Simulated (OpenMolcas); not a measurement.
# Ta³⁺ among point charges: CASSCF and CASPT2 levels and susceptibility, part 1 of 2

Aim: the splitting of the states of Ta³⁺ in the field of 4 point charges, its lowest levels with spin-orbit coupling and its magnetic susceptibility.

Method: state-averaged CASSCF and CASPT2, spin-orbit coupling by RASSI with atomic mean-field integrals. Code: OpenMolcas 26.06.

## (1) What is computed

| Property | Result |
| --- | --- |
| Species | Ta³⁺ (tantalum, Z = 73, 70 electrons) |
| Basis | ANO-RCC-VDZP [7s6p4d2f1g], 68 functions |
| Scalar Hamiltonian | DKH2, point nucleus |
| Inactive shells | 1s 2s 2p 3s 3p 3d 4s 4p 4d 4f 5s 5p |
| Active space | 2 electrons in 5 orbitals (5d) |
| Some configurations of this space | 5d² |
| Orbitals | optimised for each spin and parity, averaged over all roots |

The outer shells:

5d2
```
5d [↑ ][↑ ][  ][  ][  ]
```

The ion sits among 4 point charges of -0.75 e arranged as a square (D4h), 2 Å from the ion.

Each step is its own input file, run in one work folder so that later steps find the files of earlier ones. Labels, J, g values, rates, χT and fits are worked out afterwards by a script from the matrices that RASSI stores. The input lists half of the charges; inversion (Group=XYZ) makes the rest.

## (2) Basis and integrals

a.inp

```
&GATEWAY
Coord
1

Ta 0.0 0.0 0.0
Basis=ANO-RCC-VDZP
Group=XYZ
NoMove
AngMom=0.0 0.0 0.0
AMFI
XField
2 Angstrom 0
2.000000 0.000000 0.000000 -0.750000
0.000000 2.000000 0.000000 -0.750000
&SEWARD
```

Started as:

```bash
$ OMP_NUM_THREADS=1 MOLCAS_MEM=1689 MOLCAS_PROJECT=a pymolcas a.inp > a.log
```

The log of the run:

```text
Basis set label: TA.ANO-RCC...7S6P4D2F1G.

      Electronic valence basis set:
      ------------------
      Associated Effective Charge  73.000000 au
      Associated Actual Charge     73.000000 au
      Nuclear Model: Point charge

      Shell  nPrim  nBasis  Cartesian Spherical Contaminant
         s      24       7        X
         p      21       6        X
         d      15       4                 X
         f      11       2                 X
         g       4       1                 X
                  Relativistic Douglas-Kroll-Hess integrals:
                    - DKH order of Hamiltonian: 2
                    - DKH order of Properties : 0
                  Atomic mean-field integrals
```

## (3) CASSCF: triplets of even parity, 10 roots

a.inp

```
&RASSCF
FileOrb=start.orb
Symmetry=1
Spin=3
nActEl=2 0 0
Inactive=15 19
Ras2=5 0
CIRoot=10 10 1
SDav=10
CIMx=300
Iter=120 100
PrWF=0.3
OrbListing=Nothing
MaxOrb=0
>>> COPY $Project.JobIph JOB001
```

Started as:

```bash
$ OMP_NUM_THREADS=1 MOLCAS_MEM=1689 MOLCAS_PROJECT=a pymolcas a.inp > a.log
```

start.orb holds the contracted functions of the basis, ordered by shell, or the orbitals of the step before.

The log of the run:

```text
Wave function specifications:
      -----------------------------

      Number of closed shell electrons          68
      Number of electrons in active shells       2
      Max number of holes in RAS1 space          0
      Max nr of electrons in RAS3 space          0
      Number of inactive orbitals               34
      Number of active orbitals                  5
      Number of secondary orbitals              29
      Spin quantum number                      1.0
      State symmetry                             1
Orbital specifications:
      -----------------------

      Symmetry species                           1   2
                                                ag  au
      Frozen orbitals                            0   0
      Inactive orbitals                         15  19
      Active orbitals                            5   0
      RAS1 orbitals                              0   0
      RAS2 orbitals                              5   0
      RAS3 orbitals                              0   0
      Secondary orbitals                        16  13
      Deleted orbitals                           0   0
      Number of basis functions                 36  32
      Number of CSFs                            10
      Number of root(s) required                10
      Iter CI   SX   CI       RASSCF       Energy    max ROT     max BLB   max BLB  Level Ln srch  Step   QN
          iter iter root      energy       change     param      element    value   shift minimum  type update
 Nr of preliminary CI iterations:   1
      Total energies have been shifted. Add               -15000.00 au
        1   1    6    0  -590.60638749    0.00E+00   1.41E-01*  17  20 2  1.36E-01*  0.41   0.00    SX    NO
        2   1    6    0  -590.65716282   -5.08E-02* -8.35E-02   13  29 2 -1.18E-01*  0.43   0.00    SX    NO
        3   1    6    0  -590.66388518   -6.72E-03*  5.52E-02   13  29 2  9.35E-02*  0.41   0.00    SX    NO
        4   1    6    0  -590.66661678   -2.73E-03* -4.40E-02   10  26 2 -8.13E-02*  0.42   0.00    SX    NO
        5   1    6    0  -590.66813816   -1.52E-03* -2.41E-02   13  29 2  7.14E-02*  0.41   0.57    SX   YES
        6   1    5    0  -590.66961569   -1.48E-03* -2.21E-02   10  26 2 -5.20E-02*  0.41   0.60    SX   YES
        7   1    5    0  -590.67035616   -7.40E-04* -1.28E-02   13  29 2  4.01E-02*  0.40   0.59    SX   YES
        8   1    5    0  -590.67073578   -3.80E-04* -1.21E-02   10  26 2 -3.17E-02*  0.41   0.57    SX   YES
        9   1    5    0  -590.67095612   -2.20E-04* -6.36E-03   13  29 2  2.59E-02*  0.40   0.57    SX   YES
       10   1    5    0  -590.67108336   -1.27E-04* -6.50E-03   16  32 2 -2.14E-02*  0.41   0.56    SX   YES
       11   1    5    0  -590.67116428   -8.09E-05* -2.88E-03   13  29 2  1.80E-02*  0.40   0.55    LS   YES
       12   1    4    0  -590.67131769   -1.53E-04* -6.27E-03   18  21 1 -9.62E-04*  0.40   1.01    QN   YES
       13   1    4    0  -590.67132951   -1.18E-05* -9.17E-03   18  21 1 -5.77E-04*  0.40   2.49    LS   YES
       14   1    4    0  -590.67133612   -6.60E-06*  2.55E-04   15  31 2 -2.31E-04*  0.40   1.02    QN   YES
       15   1    3    0  -590.67133616   -4.72E-08*  3.15E-05   19  22 2  3.04E-05   0.40   1.11    QN   YES
       16   1    3    0  -590.67133616   -1.88E-09   7.37E-06   19  22 2  7.79E-06   0.40   1.20    QN   YES
      Convergence after 16 iterations
       17   1    3    0  -590.67133616   -8.91E-11   7.37E-06   13  29 2  6.56E-07   0.40   1.20    QN   YES
      Natural orbitals and occupation numbers for root  1
      sym 1:   0.075254   0.924746   0.924746   0.075254  -0.000000
      Natural orbitals and occupation numbers for root  2
      sym 1:   0.924746   0.075254   0.924746   0.075254   0.000000
      Natural orbitals and occupation numbers for root  3
      sym 1:   0.982703   0.982703  -0.000000   0.017297   0.017297
::    RASSCF root number  1 Total energy: -15590.72246644
::    RASSCF root number  2 Total energy: -15590.72246644
::    RASSCF root number  3 Total energy: -15590.71364806
::    RASSCF root number  4 Total energy: -15590.70492105
::    RASSCF root number  5 Total energy: -15590.67576286
::    RASSCF root number  6 Total energy: -15590.67576286
::    RASSCF root number  7 Total energy: -15590.66669660
::    RASSCF root number  8 Total energy: -15590.63075661
::    RASSCF root number  9 Total energy: -15590.63075661
::    RASSCF root number 10 Total energy: -15590.57012412
```

## (4) CASSCF: singlets of even parity, 15 roots

a.inp

```
&RASSCF
FileOrb=start.orb
Symmetry=1
Spin=1
nActEl=2 0 0
Inactive=15 19
Ras2=5 0
CIRoot=15 15 1
SDav=15
CIMx=300
Iter=120 100
PrWF=0.3
OrbListing=Nothing
MaxOrb=0
>>> COPY $Project.JobIph JOB002
```

The log of the run:

```text
Wave function specifications:
      -----------------------------

      Number of closed shell electrons          68
      Number of electrons in active shells       2
      Max number of holes in RAS1 space          0
      Max nr of electrons in RAS3 space          0
      Number of inactive orbitals               34
      Number of active orbitals                  5
      Number of secondary orbitals              29
      Spin quantum number                      0.0
      State symmetry                             1
Orbital specifications:
      -----------------------

      Symmetry species                           1   2
                                                ag  au
      Frozen orbitals                            0   0
      Inactive orbitals                         15  19
      Active orbitals                            5   0
      RAS1 orbitals                              0   0
      RAS2 orbitals                              5   0
      RAS3 orbitals                              0   0
      Secondary orbitals                        16  13
      Deleted orbitals                           0   0
      Number of basis functions                 36  32
      Number of CSFs                            15
      Number of root(s) required                15
      Iter CI   SX   CI       RASSCF       Energy    max ROT     max BLB   max BLB  Level Ln srch  Step   QN
          iter iter root      energy       change     param      element    value   shift minimum  type update
 Nr of preliminary CI iterations:   1
      Total energies have been shifted. Add               -15000.00 au
        1   1    5    0  -590.62443492    0.00E+00  -9.60E-03   20  27 1 -5.39E-03*  0.39   0.00    SX    NO
        2   1    5    0  -590.62468898   -2.54E-04*  2.38E-03   17  25 2 -2.96E-03*  0.39   0.00    SX    NO
        3   1    4    0  -590.62470913   -2.02E-05*  9.87E-04   10  29 2 -2.14E-03*  0.39   0.00    SX    NO
        4   1    4    0  -590.62471152   -2.39E-06* -1.82E-04   16  32 2  1.89E-03*  0.39   0.00    SX    NO
        5   1    4    0  -590.62471210   -5.86E-07*  8.26E-05   10  29 2 -1.67E-03*  0.39   0.55    LS   YES
        6   1    4    0  -590.62471342   -1.31E-06*  1.63E-04   17  22 2  1.39E-04*  0.39   1.00    QN   YES
        7   1    4    0  -590.62471350   -7.82E-08*  7.10E-05   17  22 2  4.77E-05   0.39   1.44    QN   YES
        8   1    3    0  -590.62471350   -8.06E-09  -4.94E-06   17  22 2  1.93E-06   0.39   1.00    QN   YES
      Convergence after  8 iterations
        9   1    3    0  -590.62471350   -4.18E-11  -4.94E-06   18  21 1 -6.53E-07   0.39   1.00    QN   YES
      Natural orbitals and occupation numbers for root  1
      sym 1:   0.611508   0.611508  -0.000000   0.388492   0.388492
      Natural orbitals and occupation numbers for root  2
      sym 1:   0.200358   1.598919   0.000043   0.200358   0.000322
      Natural orbitals and occupation numbers for root  3
      sym 1:   0.816599   0.183401  -0.000000   0.816599   0.183401
::    RASSCF root number  1 Total energy: -15590.69268800
::    RASSCF root number  2 Total energy: -15590.68619929
::    RASSCF root number  3 Total energy: -15590.67782941
::    RASSCF root number  4 Total energy: -15590.67541396
::    RASSCF root number  5 Total energy: -15590.67541396
::    RASSCF root number  6 Total energy: -15590.65358687
::    RASSCF root number  7 Total energy: -15590.63579868
::    RASSCF root number  8 Total energy: -15590.63472279
::    RASSCF root number  9 Total energy: -15590.63472279
::    RASSCF root number 10 Total energy: -15590.62868855
::    RASSCF root number 11 Total energy: -15590.59084106
::    RASSCF root number 12 Total energy: -15590.59084106
::    RASSCF root number 13 Total energy: -15590.56665437
::    RASSCF root number 14 Total energy: -15590.54776359
::    RASSCF root number 15 Total energy: -15590.47953819
```

## (5) State interaction with spin-orbit coupling

a.inp

```
&RASSI
NrOfJobIphs=2 10 15
1 2 3 4 5 6 7 8 9 10
1 2 3 4 5 6 7 8 9 10 11 12 13 14 15
IphNames
JOB001
JOB002
EJob
SpinOrbit
DIPRint=1.0
SOCoupling=1000.0
Subsets=2
Property=9
'ANGMOM' 1 'ANGMOM' 2 'ANGMOM' 3 'MLTPL  1' 1 'MLTPL  1' 2 'MLTPL  1' 3
'AMFI' 1 'AMFI' 2 'AMFI' 3
SOProperty=3
'ANGMOM' 1 'ANGMOM' 2 'ANGMOM' 3
```

The log of the run:

```text
SPIN-FREE ENERGIES:
  (Shifted by EMIN (a.u.) =     -15590.7224664370)

 SF State       Relative EMIN(au)   Rel lowest level(eV)    D:o, cm**(-1)      L_eff

     1             0.0000000000        0.0000000000              0.0000         2.4
     2             0.0000000000        0.0000000000              0.0000         2.4
     3             0.0088183769        0.2399602602           1935.4100         2.7
     4             0.0175453901        0.4774343864           3850.7680         2.9
    11             0.0297784401        0.8103126365           6535.6122         1.9
    12             0.0362671516        0.9868794697           7959.7197         3.5
    13             0.0446370242        1.2146353060           9796.6944         2.3
     5             0.0467035753        1.2708690276          10250.2500         2.6
     6             0.0467035753        1.2708690276          10250.2500         2.6
    14             0.0470524723        1.2803629965          10326.8240         3.6
    15             0.0470524723        1.2803629965          10326.8240         3.6
     7             0.0557698402        1.5175746633          12240.0651         2.9
    16             0.0688795655        1.8743084614          15117.3172         3.8
    17             0.0866677550        2.3583497567          19021.3736         2.2
    18             0.0877436473        2.3876262781          19257.5047         2.7
    19             0.0877436484        2.3876263072          19257.5049         2.7
     8             0.0917098253        2.4955514794          20127.9801         2.1
     9             0.0917098253        2.4955514794          20127.9801         2.1
    20             0.0937778872        2.5518263088          20581.8672         3.6
    21             0.1316253802        3.5817090605          28888.4318         3.5
    22             0.1316253818        3.5817091052          28888.4322         3.5
    10             0.1523423179        4.1454456553          33435.2741         1.3
    23             0.1558120632        4.2398622325          34196.7951         3.3
    24             0.1747028483        4.7539066828          38342.8432         4.0
    25             0.2429282476        6.6104143750          53316.5876         2.1
     Dipole printing threshold changed to   1.00000000E+00
Eigenvalues of complex Hamiltonian:
   -----------------------------------
  (Shifted by EMIN (a.u.) =     -15590.7224664370)

 SO State       Relative EMIN(au)   Rel lowest level(eV)    D:o, cm**(-1)     J-value

     1            -0.0197998279        0.0000000000              0.0000         1.7
     2            -0.0121412904        0.2083994204           1680.8547         1.7
     3            -0.0121412905        0.2083994193           1680.8547         1.7
     4            -0.0083021210        0.3128685435           2523.4550         1.5
     5            -0.0056380084        0.3853627390           3108.1601         2.4
     6            -0.0026847106        0.4657260669           3756.3341         1.7
     7             0.0107566444        0.8314839697           6706.3705         2.8
     8             0.0107566444        0.8314839695           6706.3705         2.8
     9             0.0135227377        0.9067532028           7313.4578         3.4
    10             0.0151420366        0.9508165694           7668.8528         1.8
    11             0.0154760087        0.9599044159           7742.1512         2.9
    12             0.0154760087        0.9599044152           7742.1512         2.9
    13             0.0199819643        1.0825177131           8731.0942         2.5
    14             0.0330443665        1.4379637850          11597.9601         2.2
    15             0.0406574945        1.6451275510          13268.8485         3.4
    16             0.0437397269        1.7289993680          13945.3204         1.9
    17             0.0437397269        1.7289993678          13945.3204         1.9
    18             0.0497431309        1.8923603113          15262.9152         1.5
    19             0.0507257044        1.9190975005          15478.5652         3.3
    20             0.0507257045        1.9190975010          15478.5652         3.3
    21             0.0507855754        1.9207266717          15491.7054         1.8
    22             0.0531776414        1.9858181047          16016.7032         1.8
    23             0.0542554087        2.0151456459          16253.2457         2.5
    24             0.0552325347        2.0417345984          16467.7001         1.5
    25             0.0596913916        2.1630662762          17446.3061         2.4
    26             0.0596913917        2.1630662791          17446.3061         2.4
    27             0.0715887562        2.4868100597          20057.4758         3.0
    28             0.0788861298        2.6853817125          21659.0642         2.4
    29             0.0788861304        2.6853817274          21659.0643         2.4
    30             0.0840928074        2.8270626272          22801.7978         1.9
    31             0.0877084639        2.9254496527          23595.3427         2.7
    32             0.0930718778        3.0713955801          24772.4760         1.7
    33             0.0961631664        3.1555138290          25450.9354         1.7
    34             0.0991175542        3.2359068167          26099.3486         2.4
    35             0.1031875292        3.3466564774          26992.6049         2.1
    36             0.1031875296        3.3466564869          26992.6049         2.1
    37             0.1054763823        3.4089393438          27494.9501         2.3
    38             0.1327896832        4.1521721236          33489.5267         2.5
    39             0.1327896846        4.1521721625          33489.5270         2.5
    40             0.1467930004        4.5332217957          36562.8996         1.9
    41             0.1561992978        4.7891801878          38627.3432         1.8
Weights of the five most important spin-orbit-free states for each spin-orbit state.

 SO State  Total energy (au)           Spin-free states, spin, and weights
 -------------------------------------------------------------------------------------------------------
    1        -0.019800       1 1.0  0.3490    2 1.0  0.3490    3 1.0  0.2579   17 0.0  0.0265   12 0.0  0.0150
    2        -0.012141       2 1.0  0.5781    3 1.0  0.2394    4 1.0  0.1064    1 1.0  0.0306    7 1.0  0.0248
    3        -0.012141       1 1.0  0.5781    3 1.0  0.2394    4 1.0  0.1064    2 1.0  0.0306    7 1.0  0.0248
    4        -0.008302       2 1.0  0.2961    1 1.0  0.2961    4 1.0  0.2548   13 0.0  0.0958    5 1.0  0.0240
    5        -0.005638       1 1.0  0.4996    2 1.0  0.4996    6 1.0  0.0003    5 1.0  0.0003    8 1.0  0.0001
    6        -0.002685       2 1.0  0.3371    1 1.0  0.3371   11 0.0  0.2094    7 1.0  0.0578    6 1.0  0.0276
    7         0.010757       3 1.0  0.6040    4 1.0  0.3024    2 1.0  0.0483    7 1.0  0.0277   14 0.0  0.0092
    8         0.010757       3 1.0  0.6040    4 1.0  0.3024    1 1.0  0.0483    7 1.0  0.0277   15 0.0  0.0092
    9         0.013523       3 1.0  0.6450   12 0.0  0.1463    2 1.0  0.0958    1 1.0  0.0958    6 1.0  0.0044
   10         0.015142      11 0.0  0.2824    6 1.0  0.2103    5 1.0  0.2103    1 1.0  0.1351    2 1.0  0.1351
   11         0.015476       4 1.0  0.4407    2 1.0  0.2575    3 1.0  0.0949   14 0.0  0.0865    1 1.0  0.0420
   12         0.015476       4 1.0  0.4407    1 1.0  0.2575    3 1.0  0.0949   15 0.0  0.0865    2 1.0  0.0420
```

These steps took 3.4 s in all on 1 thread of AMD EPYC 9B45 (Zen 5), shared host.

States without spin-orbit coupling:

```csv
state,degeneracy,E (cm-1),free-ion L (%)
3E,2,0,F (69)
3A2,1,1935,F (87)
3B2,1,3851,F (100)
1B2,1,6536,D (100)
1A1,1,7960,G (86)
1B1,1,9797,D (83)
3E,2,10250,F (80)
1E,2,10327,G (92)
3B1,1,12240,F (100)
1B2,1,15117,G (100)
1A1,1,19021,D (68)
1E,2,19258,D (66)
3E,2,20128,F (51)
1B1,1,20582,G (83)
1E,2,28888,G (74)
3A2,1,33435,P (87)
1A1,1,34197,G (71)
1A2,1,38343,G (100)
1A1,1,53317,S (54)
```

With spin-orbit coupling:

| E (cm-1) | Degeneracy | Label | 2S+1 | g |
| --- | --- | --- | --- | --- |
| 0.0 | 1 | A1 | 3 |  |
| 1681 | 2 | E | 3 | 0.00 0.00 2.02 |
| 2523 | 1 | B1 | 3 |  |
| 3108 | 1 | A2 | 3 |  |
| 3756 | 1 | B2 | 3 |  |
| 6706 | 2 | E | 3 | 0.00 0.00 1.91 |
| 7313 | 1 | A1 | 3 |  |
| 7669 | 1 | B2 | 3 |  |
| 7742 | 2 | E | 3 | 0.00 0.00 0.20 |
| 8731 | 1 | B1 | 3 |  |
| 11598 | 1 | B1 | 3 |  |
| 13269 | 1 | A1 | 1 |  |
| 13945 | 2 | E | 3 | 0.00 0.00 3.32 |
| 15263 | 1 | B2 | 3 |  |
| 15479 | 2 | E | 1 | 0.00 0.00 0.15 |
| 15492 | 1 | B1 | 1 |  |
| 16017 | 1 | A1 | 3 |  |
| 16253 | 1 | B2 | 3 |  |
| 16468 | 1 | A2 | 3 |  |
| 17446 | 2 | E | 3 | 0.00 0.00 4.17 |
| 20057 | 1 | B2 | 1 |  |
| 21659 | 2 | E | 1 | 0.00 0.00 0.55 |
| 22802 | 1 | A1 | 1 |  |
| 23595 | 1 | B1 | 1 |  |

Principal g values are given for doublets only; a zero marks a field direction without first-order Zeeman splitting.

Powder χT (cm³ K/mol): 0.00 at 2 K, 0.00 at 5 K, 0.00 at 10 K, 0.00 at 20 K, 0.01 at 50 K, 0.01 at 100 K, 0.02 at 150 K, 0.03 at 200 K, 0.03 at 250 K, 0.04 at 300 K.

Orbitals of the lowest block (energies include the constant potential of the surroundings):

```csv
shell,space,energy (hartree),mean occupation,⟨r²⟩ (bohr²)
1s,inactive,-2486.1167,2.000,0.000446
2s,inactive,-432.7387,2.000,0.00729
2p,inactive,-380.6443,6.000,0.00601
3s,inactive,-101.5820,2.000,0.0477
3p,inactive,-85.6992,6.000,0.0483
3d,inactive,-66.4369,10.000,0.0404
4s,inactive,-22.0818,2.000,0.238
4p,inactive,-16.7478,6.000,0.270
4d,inactive,-9.6493,10.000,0.318
4f,inactive,-1.7557,14.000,0.493
5s,inactive,-3.4547,2.000,1.40
5p,inactive,-2.0257,6.000,1.87
5d,RAS2,,2.000,4.65
```

(Continued in part 2 of 2.)
